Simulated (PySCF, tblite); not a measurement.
# C₅H₉N₃Si: geometry, infrared bands and NMR shifts

Aim: predict the infrared bands and NMR shifts of C₅H₉N₃Si (`[SiH3]n1nncc1C1CC1`).

Programs: tblite 0.8.0 and PySCF 2.14.0, with density-fitted response routines of our own. Each step states its level of theory. These are calculated values for one molecule in the gas phase, unless marked as measured. Atoms are numbered from 0 throughout.

### 1 The molecule as given

18 atoms, charge 0, multiplicity 1; geometry from: force field or distance geometry start.

Bonds of the start (Å): Si0–N1 1.76, N1–N2 1.33, N2–N3 1.33, N3–C4 1.37, C4–C5 1.37, C5–C6 1.55, C6–C7 1.51, C7–C8 1.51, C5–N1 1.37, C8–C6 1.51, Si0–H9 1.48, Si0–H10 1.48, Si0–H11 1.50, C4–H12 1.08, C6–H13 1.09, C7–H14 1.09, C7–H15 1.08, C8–H16 1.08, C8–H17 1.09.

### 2 Optimising the geometry with GFN2-xTB

What the job is given:

```
{"job": {"kind": "relax", "xc": "GFN2-xTB", "basis": "xTB"}, "charge": 0, "multiplicity": 1}
Si    -2.167200    -1.150000     0.579800
N     -1.482800     0.450600     0.319000
N     -2.229800     1.549500     0.218700
N     -1.425400     2.598300     0.056300
C     -0.140800     2.125800     0.088900
C     -0.151200     0.760200     0.232800
C      1.094600    -0.159400     0.323700
C      2.262400     0.068600    -0.599700
C      1.374300    -1.133500    -0.792400
H     -2.074900    -1.968600    -0.655600
H     -1.437800    -1.876000     1.650300
H     -3.612700    -1.086400     0.985400
H      0.698200     2.797300    -0.007100
H      1.343400    -0.487200     1.333000
H      2.196500     0.860800    -1.344000
H      3.252500    -0.100600    -0.203800
H      1.771200    -2.101300    -0.533300
H      0.720800    -1.141600    -1.663600
```

The run is started by

```console
$ OMP_NUM_THREADS=1 python probes_run.py task.json out
```

One launch serves the whole session: the jobs run in the order shown.

**Question.** This job is followed by: GFN2-xTB harmonic vibrations, gas phase; GIAO PBE0/pcSseg-1 NMR shielding, non-relativistic, gas phase. Predict these results of the whole session: strongest single infrared mode (GFN2-xTB); zero-point energy (GFN2-xTB); 13C shifts against TMS (PBE0/pcSseg-1, means over atoms taken as alike); 1H shifts against TMS (PBE0/pcSseg-1, means over atoms taken as alike); 29Si shifts against TMS (PBE0/pcSseg-1); 15N shifts against NH3 (PBE0/pcSseg-1); surface potential, 1st and 99th percentile.

The runs gave:

| quantity | value |
| --- | --- |
| strongest single infrared mode (GFN2-xTB) | 2259 cm⁻¹, 368 km/mol |
| zero-point energy (GFN2-xTB) | 83.4 kcal/mol |
| 13C shifts against TMS (PBE0/pcSseg-1, means over atoms taken as alike) | 155.1, 129.6, 15.7, 10.1 ppm |
| 1H shifts against TMS (PBE0/pcSseg-1, means over atoms taken as alike) | 7.23, 5.36, 1.92, 1.29, 0.80 ppm |
| 29Si shifts against TMS (PBE0/pcSseg-1) | -53.4 ppm |
| 15N shifts against NH3 (PBE0/pcSseg-1) | 413.7, 400.4, 255.1 ppm |
| surface potential, 1st and 99th percentile | -2.01 V and 1.56 V |

**Reading.** The optimisation took 152 steps and gained 0.435 eV; among the close pairs (by a distance rule), C5–C6 changed most, from 1.551 to 1.461 Å. No mode is imaginary among the 48: a minimum at this level. The strongest single mode, at 2259 cm⁻¹, moves mainly H10 and H9. GFN2-xTB is a fitted tight-binding method: band positions and strengths are rough. Its intensities can rank the bands wrongly. At PBE0/pcSseg-1: Shielding is most anisotropic at N3 (span 572 ppm, paramagnetic term -462 ppm). NICS(1)zz of -31 ppm above the planar ring from N1 marks a diatropic (aromatic) ring current.
